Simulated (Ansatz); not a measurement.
**ZrH (doublet): wave-function methods side by side, def2-TZVPP**

An exercise on one series of results from a longer session: the logs are not shown, and one member is left open.

Program: Ansatz 0.2.0, Gaussian basis. Level of theory: def2-TZVPP, core rule «outside noble gas», up to 4 orbitals frozen. These are calculated values, not measurements.

The runs, in order: UHF; ROHF; CCSD(T) on UHF.

## The system

The geometry is a PBE0/def2-TZVP stationary point (not a proven minimum) of the parent state, kept for this charge and spin. No spin-orbit coupling is included. Elements past krypton take def2 core potentials.

2 atoms, charge 0, spin multiplicity 2.

Atoms are counted from 1 here; the program's logs count them from 0.

Bond lengths: Zr1–H2 1.859 Å.

The first run:

Input file in.yaml:

```yaml
crystal:
  periodic: [false, false, false]
  atoms:
    - {symbol: Zr, position_ang: [0.000000, 0.000000, 0.000000]}
    - {symbol: H, position_ang: [0.000000, 0.000000, 1.858985]}
basis:
  gaussian: {orbitals: def2-TZVPP}
magnetization: {spin_polarized: true, initial_magnetization: 1}
hamiltonian: {xc: hf}
output: {orbitals: {seedname: orbitals}}
```

Command:

```console
> ansatz run in.yaml --threads 1 --pin off --events-out ev --progress --plain --max-ram 2816MiB --backend cpu
```

Steps of the session up to this table: UHF; ROHF; CCSD(T) on UHF.

One of the session's tables, all rows but one given; the rest of the session is left out.

It belongs to the step «Misses and costs». 

```
  method  from UCCSD(T) (meV)
    ROHF              +2781.3
     UHF              +2337.0
    UMP2                    ?
   UCCSD               +100.3
UCCSD(T)                    0
```

**Question.** Estimate the row for UMP2.

The run gave: from UCCSD(T) (meV): +763.1. In the column «from UCCSD(T) (meV)» it lies between UCCSD (+100.3) and UHF (+2337.0).

Limits of these values: The determinant is far from a pure spin state, so its energy mixes those of several spin states (harmless only where they are near-degenerate, as at dissociation). Warnings: spin contamination; coupled cluster took another determinant than the lowest.
